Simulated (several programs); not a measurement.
**What each method gives for YIn₃N₄ (ordering on wurtzite)**

YIn₃N₄, ordered on the wurtzite lattice (P3m1) with 8 atoms a cell, relaxed with r2SCAN in Ansatz, was computed with several methods. The symmetry is P3m1 (No. 156, trigonal); a = 3.617 Å, c = 11.460 Å in the conventional setting, 16.23 Å³ an atom. Around In lie 4 N at 2.18–2.19 Å; around In lie 4 N at 2.16–2.18 Å; around In lie 4 N at 2.18 Å; around Y lie 4 N at 2.21–2.30 Å; around N lie 4 In at 2.18 Å; around N lie 1 In at 2.16 Å and 3 Y at 2.21 Å; around N lie 3 In at 2.19 Å and 1 Y at 2.30 Å. (Calculated; spin-unpolarised; the phase may be known or hypothetical.)

```xyz
8
Lattice="3.6171 0.0000 0.0000 -1.8086 3.1325 0.0000 0.0000 0.0000 11.4600" Properties=species:S:1:pos:R:3 pbc="T T T"
In    0.0000    2.0884    0.0416
In    0.0000    2.0884    5.6582
In    1.8086    1.0442    2.8483
Y     1.8086    1.0442    8.5317
N     0.0000    2.0884    2.2171
N     0.0000    2.0884    7.8215
N     1.8086    1.0442    5.0268
N     1.8086    1.0442   10.8298
```

Gaps and times are for a single point on this cell; volume and bulk modulus come from each method's own relaxation or energy curve at fixed shape, which is too stiff where a cell has free coordinates or axes. Times are rough, from shared hosts (AMD EPYC 9R45 96-Core Processor; Arm Neoverse V2), and each method has its own mesh and cell size. A double dagger marks a value from a curve with shape and coordinates held. PM6 (MOPAC), PM7 (MOPAC) treat a cluster of cells at its zone centre, which samples few k points: where these miss a band edge, the gap comes out too large for that reason alone. Gaps from k meshes are read at a limited set of points (mesh, symmetry points, PBE's band edges), so each method's own least gap may be somewhat smaller. xTB and the PM methods were fitted mostly to molecules, and can miss a solid's gap by electronvolts. Minimal bases can be far off for gaps. Times of the plane-wave rungs are withheld (a dash), since they come from other jobs, hosts and meshes; the meshes of hybrids and Hartree-Fock don't converge their gaps to the digits shown. GLLB-SC's gap includes the derivative discontinuity. d marks a direct gap, i an indirect one (no mark: not told apart), a dash a value that wasn't computed or didn't pass its checks.

| method | kind | gap (eV) | own volume (Å³/atom) | bulk modulus (GPa) | atoms computed | processor time |
| --- | --- | --- | --- | --- | --- | --- |
| light PBE (260 eV, its own mesh) | light plane-wave | 0.35 i | – | – | 8 | 5.7 s |
| PM6 (MOPAC) | semi-empirical | 6.62 | – | – | cluster | 8.6 s |
| PM7 (MOPAC) | semi-empirical | 4.83 | – | – | cluster | 11 s |
| PBE | semilocal | 0.41 i | 16.64 | 118‡ | 8 | – |
| PBE/SZV (CP2K) | small basis | 0.45 i | 16.97‡ | 119‡ | 8 | 35 s |
| r2SCAN | semilocal | 0.68 i | 16.23 | 133‡ | 8 | – |
| PBE+SOC | semilocal | 0.41 i | – | – | 8 | – |
| PBE/DZVP (CP2K) | small basis | 0.40 i | 16.82‡ | 118‡ | 8 | 110 s |
| GLLB-SC (GPAW) | model potential | 0.82 | – | – | 8 | 2 min |
| PBE0 | hybrid | 1.88 i | – | – | 8 | – |
| HSE06 | hybrid | 1.26 i | – | – | 8 | – |

Against HSE06 (1.26 eV) the nearest gap at the points sampled is that of GLLB-SC (GPAW) (-0.45 eV) and the farthest that of PM6 (MOPAC) (+5.36 eV). HSE06 is only a yardstick of convenience, and nearness to it can be luck.

Volumes against r2SCAN's: PBE +2.5 %.

Runs without a result: GFN1-xTB (tblite) (single point), GFN2-xTB (tblite) (single point).

Only the rows marked +SOC include spin-orbit coupling.
